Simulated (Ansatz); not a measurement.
# Cl2H5NSi2: how energies converge with the basis set

Aim: see how fast density functionals converge with the basis set for Cl2H5NSi2.

Program: Ansatz 0.2.0, Gaussian basis. Level of theory: one geometry, several basis sets. These are calculated values, not measurements.

The runs, in order: PBE0-D4/def2-SVP; ωB97M-V/def2-SVP; PBE0-D4/def2-QZVPP; ωB97M-V/def2-QZVPP; the functionals' def2-TZVPP values are taken from earlier runs.

**1. Structure used throughout**

The geometry comes from an earlier relaxation with PBE0-D4 in a triple-zeta def2 set; it is a stationary point, not always the lowest conformer.

SMILES `[SiH3]N[SiH](Cl)Cl`, 10 atoms, charge 0, spin multiplicity 1.

Atoms are counted from 1 here; the program's logs count them from 0.

Bond lengths: Si1–N2 1.736 Å, Si1–H6 1.486 Å, Si1–H7 1.483 Å, Si1–H8 1.486 Å, N2–Si3 1.697 Å, N2–H9 1.012 Å, Si3–Cl4 2.045 Å, Si3–Cl5 2.049 Å, Si3–H10 1.471 Å. Angles: N2–Si1–H6 111.5°, N2–Si1–H7 106.7°, N2–Si1–H8 110.6°, H6–Si1–H7 109.7°, H6–Si1–H8 108.1°, H7–Si1–H8 110.1°, Si1–N2–Si3 128.0°, Si1–N2–H9 116.2°, Si3–N2–H9 115.7°, N2–Si3–Cl4 110.1°, N2–Si3–Cl5 112.6°, N2–Si3–H10 109.5°, Cl4–Si3–Cl5 106.4°, Cl4–Si3–H10 110.0°, Cl5–Si3–H10 108.2°.

Geometry (Å):

```tsv
atom	x (Å)	y (Å)	z (Å)
Si1	-0.43264	1.54272	-0.20823
N2	0.59549	0.16367	0.02515
Si3	0.14494	-1.46916	0.12515
Cl4	1.44891	-2.62377	-0.94691
Cl5	0.18826	-2.18023	2.04622
H6	-0.44633	2.42174	0.99006
H7	-1.79704	1.01985	-0.46061
H8	0.02878	2.34956	-1.36735
H9	1.57358	0.35959	0.19508
H10	-1.22085	-1.63507	-0.39576
```

**2. PBE0-D4 in def2-SVP**

in.yaml reads:

```yaml
crystal:
  periodic: [false, false, false]
  atoms:
    - {symbol: Si, position_ang: [-0.432643, 1.542715, -0.208233]}
    - {symbol: N, position_ang: [0.595494, 0.163666, 0.025153]}
    - {symbol: Si, position_ang: [0.144941, -1.469159, 0.125151]}
    - {symbol: Cl, position_ang: [1.448910, -2.623765, -0.946914]}
    - {symbol: Cl, position_ang: [0.188259, -2.180232, 2.046223]}
    - {symbol: H, position_ang: [-0.446328, 2.421739, 0.990059]}
    - {symbol: H, position_ang: [-1.797040, 1.019851, -0.460608]}
    - {symbol: H, position_ang: [0.028779, 2.349561, -1.367353]}
    - {symbol: H, position_ang: [1.573581, 0.359590, 0.195084]}
    - {symbol: H, position_ang: [-1.220850, -1.635068, -0.395762]}
basis:
  gaussian: {orbitals: def2-SVP}
hamiltonian: {xc: pbe0, dispersion: d4}
output: {orbitals: {seedname: orbitals}}
```

The runs that follow: ωB97M-V in def2-SVP; PBE0-D4 in def2-QZVPP; ωB97M-V in def2-QZVPP.

**Question.** What will the summary of the whole plan be? Wanted: PBE0-D4: double and triple zeta above quadruple; ωB97M-V: double and triple zeta above quadruple.

The runs gave:

| quantity | value |
| --- | --- |
| PBE0-D4: double and triple zeta above quadruple | 17.64, 1.38 eV |
| ωB97M-V: double and triple zeta above quadruple | 17.55, 1.29 eV |

**Reading.** For PBE0-D4 the step from double to triple zeta gains 16.26 eV and the next only 1.38 eV. Total energies overstate the basis error of differences, where much of it tends to cancel. The LUMO of ωB97M-V is positive and keeps falling with the basis (2.30 to 1.17 eV): an unbound level that the basis holds in place.
